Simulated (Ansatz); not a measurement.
# SbH2O radical (SMILES [OH][SbH]): functionals against CCSD(T) at one geometry

One table from this session's results is given with a row withheld; the runs are named, their logs left out.

The runs use Ansatz 0.2.0, Gaussian basis; single points in def2-TZVPP.

Cores are frozen in the correlated methods. Filled d shells of the heavier atoms are correlated. Core potentials replace the inner electrons past krypton, and spin-orbit coupling is left out. Orbitals are unrestricted.

### Where the work starts

SMILES `[OH][SbH]`, 4 atoms, charge 0, spin multiplicity 2.

Atoms are counted from 1 here; the program's logs count them from 0.

Bond lengths: O1–Sb2 1.918 Å, O1–H3 0.977 Å, Sb2–H4 1.705 Å. Angles: Sb2–O1–H3 123.2°, O1–Sb2–H4 83.0°.

Coordinates:

| atom | x (Å) | y (Å) | z (Å) |
| --- | --- | --- | --- |
| O1 | -0.12900 | -0.78770 | 0.41440 |
| Sb2 | 0.68630 | 0.79500 | -0.29840 |
| H3 | 0.37460 | -1.59310 | 0.64260 |
| H4 | -0.93370 | 1.27890 | -0.52000 |

Set-up of the first run:

run/in.yaml

```yaml
crystal:
  periodic: [false, false, false]
  atoms:
    - {symbol: O, position_ang: [-0.129000, -0.787700, 0.414400]}
    - {symbol: Sb, position_ang: [0.686300, 0.795000, -0.298400]}
    - {symbol: H, position_ang: [0.374600, -1.593100, 0.642600]}
    - {symbol: H, position_ang: [-0.933700, 1.278900, -0.520000]}
basis:
  gaussian: {orbitals: def2-TZVPP}
magnetization: {spin_polarized: true, initial_magnetization: 1}
correlation: {method: ccsd_t}
scf: {omitted_lower_state_checks: [cluster_reference]}
output: {forces: true}
```

No record of the launch command was kept for these runs.

Steps of the session up to this table: CCSD(T)/def2-TZVPP; PBE0-D4/def2-TZVPP; wB97M-V/def2-TZVPP; r2SCAN-D4/def2-TZVPP; PBE-D4/def2-TZVPP; BLYP-D4/def2-TZVPP; wB97X-V/def2-TZVPP.

One table of the session follows, with a row left open; its other results are not shown here.

| method | RMS force component (eV/Å) | angle to CCSD(T) forces (°) | dipole (D) |
| --- | --- | --- | --- |
| CCSD(T) | 0.747 | reference | 1.55 |
| PBE0-D4 | 0.751 | 5.7 | 1.54 |
| wB97M-V | 0.747 | 4.1 | 1.62 |
| r2SCAN-D4 | ? | ? | ? |
| PBE-D4 | 0.825 | 22.8 | 1.50 |
| BLYP-D4 | 0.946 | 26.2 | 1.59 |
| wB97X-V | 0.720 | 5.2 | 1.59 |

Estimate the missing values for r2SCAN-D4.

As computed: RMS force component (eV/Å): 0.758; angle to CCSD(T) forces (°): 6.5; dipole (D): 1.52. In the column «RMS force component (eV/Å)» it lies between PBE0-D4 (0.751) and PBE-D4 (0.825).
